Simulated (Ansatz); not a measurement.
**C2H10GeN2: basis-set convergence**

The task here is to estimate one member of a computed series from the others.

Computed with Ansatz 0.2.0, Gaussian basis. Level: one geometry, several basis sets.

Plan: PBE0-D4/def2-SVP; ωB97M-V/def2-SVP; PBE0-D4/def2-QZVPP; ωB97M-V/def2-QZVPP; the functionals' def2-TZVPP values are taken from earlier runs.

**The relaxed structure**

The geometry comes from an earlier relaxation with PBE0-D4 in a triple-zeta def2 set; it is a stationary point, not always the lowest conformer.

SMILES `C[NH][GeH2][NH]C`, 15 atoms, charge 0, spin multiplicity 1.

Atoms are counted from 1 here; the program's logs count them from 0.

Bond lengths: C1–N2 1.448 Å, C1–H6 1.093 Å, C1–H7 1.094 Å, C1–H8 1.098 Å, N2–Ge3 1.827 Å, N2–H9 1.008 Å, Ge3–N4 1.839 Å, Ge3–H10 1.538 Å, Ge3–H11 1.547 Å, N4–C5 1.447 Å, N4–H12 1.009 Å, C5–H13 1.100 Å, C5–H14 1.094 Å, C5–H15 1.094 Å. Angles: N2–C1–H6 109.6°, N2–C1–H7 110.3°, N2–C1–H8 114.5°, H6–C1–H7 107.0°, H6–C1–H8 107.0°, H7–C1–H8 108.2°, C1–N2–Ge3 120.1°, C1–N2–H9 113.0°, Ge3–N2–H9 114.5°, N2–Ge3–N4 110.2°, N2–Ge3–H10 110.1°, N2–Ge3–H11 104.9°, N4–Ge3–H10 105.0°, N4–Ge3–H11 113.9°, H10–Ge3–H11 112.9°, Ge3–N4–C5 119.4°, Ge3–N4–H12 114.6°, C5–N4–H12 112.7° and more.

Geometry (Å):

```csv
atom,x (Å),y (Å),z (Å)
C1,-1.6706,1.1212,0.7810
N2,-0.2518,1.1939,1.0635
Ge3,0.7669,-0.3226,1.0372
N4,0.4109,-1.3004,-0.4785
C5,0.8202,-0.7863,-1.7678
H6,-2.1216,0.3209,1.3741
H7,-2.1646,2.0528,1.0732
H8,-1.9152,0.9186,-0.2703
H9,0.1904,2.0017,0.6526
H10,0.3742,-1.2429,2.2052
H11,2.2273,0.1781,1.1309
H12,0.5721,-2.2925,-0.3856
H13,1.9015,-0.8450,-1.9625
H14,0.3057,-1.3145,-2.5766
H15,0.5328,0.2663,-1.8468
```

Set-up of the first run:

File in.yaml:

```yaml
crystal:
  periodic: [false, false, false]
  atoms:
    - {symbol: C, position_ang: [-1.670622, 1.121202, 0.781048]}
    - {symbol: N, position_ang: [-0.251799, 1.193921, 1.063471]}
    - {symbol: Ge, position_ang: [0.766883, -0.322617, 1.037159]}
    - {symbol: N, position_ang: [0.410853, -1.300418, -0.478530]}
    - {symbol: C, position_ang: [0.820221, -0.786335, -1.767835]}
    - {symbol: H, position_ang: [-2.121598, 0.320932, 1.374097]}
    - {symbol: H, position_ang: [-2.164590, 2.052776, 1.073167]}
    - {symbol: H, position_ang: [-1.915153, 0.918554, -0.270325]}
    - {symbol: H, position_ang: [0.190354, 2.001687, 0.652620]}
    - {symbol: H, position_ang: [0.374231, -1.242935, 2.205172]}
    - {symbol: H, position_ang: [2.227303, 0.178061, 1.130934]}
    - {symbol: H, position_ang: [0.572122, -2.292461, -0.385610]}
    - {symbol: H, position_ang: [1.901497, -0.845013, -1.962542]}
    - {symbol: H, position_ang: [0.305708, -1.314482, -2.576612]}
    - {symbol: H, position_ang: [0.532790, 0.266329, -1.846814]}
basis:
  gaussian: {orbitals: def2-SVP}
hamiltonian: {xc: pbe0, dispersion: d4}
output: {orbitals: {seedname: orbitals}}
```

Command:

```sh
> ansatz run in.yaml --threads 4 --pin off --events-out ev --progress --plain --max-ram 11315MiB
```

Among the steps run: PBE0-D4 in def2-SVP; ωB97M-V in def2-SVP; PBE0-D4 in def2-QZVPP; ωB97M-V in def2-QZVPP.

One of the session's tables, all rows but one given; the rest of the session is left out.

It belongs to the step «Density functionals: the series». 

| functional | basis | HOMO (eV) | LUMO (eV) |
| --- | --- | --- | --- |
| PBE0-D4 | def2-SVP | -6.36 | 1.41 |
| PBE0-D4 | def2-TZVPP | -6.54 | 0.86 |
| PBE0-D4 | def2-QZVPP | -6.58 | 0.49 |
| ωB97M-V | def2-SVP | -8.70 | 3.12 |
| ωB97M-V | def2-TZVPP | -8.89 | 2.34 |
| ωB97M-V | def2-QZVPP | ? | ? |

**Question.** Estimate the row for ωB97M-V, def2-QZVPP.

The run gave: HOMO (eV): -8.93; LUMO (eV): 1.67. In the column «HOMO (eV)» it is the lowest.
